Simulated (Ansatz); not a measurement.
# Mg3Zr: the cost of one run

Method: DFT r2SCAN, scalar-relativistic, plane waves, PAW, in Ansatz 0.2.0.

1 further run of the same task is left out (it didn't finish).

## 1. The starting structure

Symmetry: Fm-3m, No. 225, cubic system. Conventional cell: a = 7.051 Å, b = 7.051 Å, c = 7.051 Å, α = 90.00°, β = 90.00°, γ = 90.00°. Around Mg (site symmetry m-3m) lie 8 Mg at 3.05 Å. Mg (site symmetry -43m) has 4 Mg at 3.05 Å and 4 Zr at 3.05 Å as nearest neighbours. Zr (site symmetry m-3m) is surrounded by 8 Mg at 3.05 Å.

Structure file:

```
Mg Zr
1.0
     0.00000    3.52558    3.52558
     3.52558    0.00000    3.52558
     3.52558    3.52558    0.00000
Mg Zr
3 1
Direct
  0.00000 0.00000 0.00000
  0.25000 0.25000 0.25000
  0.75000 0.75000 0.75000
  0.50000 0.50000 0.50000
```

The structure comes from the Materials Project (structure only).

## 2. Another functional, on a distorted cell: r2SCAN

What differs from the listed cell: strain xx, yy, zz, yz, xz, xy = +2.0, +2.0, +2.0, +0.0, +0.0, +0.0 %.

The input, input.yaml:

```yaml
crystal:
  lattice:
    - [0.0, 3.5961621116, 3.5961621116]
    - [3.5961621116, 0.0, 3.5961621116]
    - [3.5961621116, 3.5961621116, 0.0]
  atoms:
    - { symbol: Mg, position: [0.0, 0.0, 0.0] }
    - { symbol: Mg, position: [0.25, 0.25, 0.25] }
    - { symbol: Mg, position: [0.75, 0.75, 0.75] }
    - { symbol: Zr, position: [0.5, 0.5, 0.5] }
basis:
  ecutwfc: 500
kpoints:
  mp_grid: { grid: [10, 10, 10] }
hamiltonian:
  xc: r2scan
scf:
  occupations: { method: gaussian, width: 0.1 }
output:
  forces: true
  stress: true
  eigenvalues: true
```

Started as:

```console
$ ansatz run input.yaml --threads 1 --pin off --max-ram 1331MiB --backend cpu --events-out ev --progress --plain --runs-dir out
```

**Question.** How long does this run take on 1 thread of an x86-64 CPU, shared host, and how much memory does it need?

About 6.2 s, with a peak of 0.87 GiB.
